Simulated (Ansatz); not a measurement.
# H3OSSb: the cost of one run

Program: Ansatz 0.2.0, Gaussian basis. Level of theory: single points in def2-TZVPP. These are calculated values, not measurements.

Cores are frozen in the correlated methods. Filled d shells of the heavier atoms are correlated. Core potentials replace the inner electrons past krypton, and spin-orbit coupling is left out.

## 1. The system as given

SMILES `O[S][SbH2]`, 6 atoms, charge 0, spin multiplicity 1.

Atoms are counted from 1 here; the program's logs count them from 0.

Bond lengths: O1–S2 1.699 Å, O1–H4 0.982 Å, S2–Sb3 2.373 Å, Sb3–H5 1.701 Å, Sb3–H6 1.708 Å. Angles: S2–O1–H4 108.0°, O1–S2–Sb3 90.6°, S2–Sb3–H5 93.3°, S2–Sb3–H6 90.4°, H5–Sb3–H6 87.4°.

Coordinates:

```mol
H3OSSb
  3D, bonds by distance, orders not assigned

  6  5  0  0  0  0  0  0  0  0999 V2000
   -0.0455   -1.8201   -0.1246 O   0  0
   -0.9853   -0.4075   -0.0446 S   0  0
    0.9677    0.9037    0.2666 Sb  0  0
   -0.6541   -2.5906   -0.1226 H   0  0
    0.6820    1.8377   -1.1265 H   0  0
    0.0658    2.0649    1.1362 H   0  0
  1  2  8  0
  1  4  8  0
  2  3  8  0
  3  5  8  0
  3  6  8  0
M  END
```

## 2. CCSD(T)/def2-TZVPP

The input, run/in.yaml:

```yaml
crystal:
  periodic: [false, false, false]
  atoms:
    - {symbol: O, position_ang: [-0.045500, -1.820100, -0.124600]}
    - {symbol: S, position_ang: [-0.985300, -0.407500, -0.044600]}
    - {symbol: Sb, position_ang: [0.967700, 0.903700, 0.266600]}
    - {symbol: H, position_ang: [-0.654100, -2.590600, -0.122600]}
    - {symbol: H, position_ang: [0.682000, 1.837700, -1.126500]}
    - {symbol: H, position_ang: [0.065800, 2.064900, 1.136200]}
basis:
  gaussian: {orbitals: def2-TZVPP}
correlation: {method: ccsd_t}
output: {forces: true}
```

On the command line:

```bash
$ ansatz run in.yaml --threads 4 --pin off --events-out ev --progress --plain --max-ram 5222MiB
```

Q: Estimate wall time and peak memory on 4 threads of Arm Neoverse N1, shared host.

About 4.6 min, with a peak of 2.6 GiB.
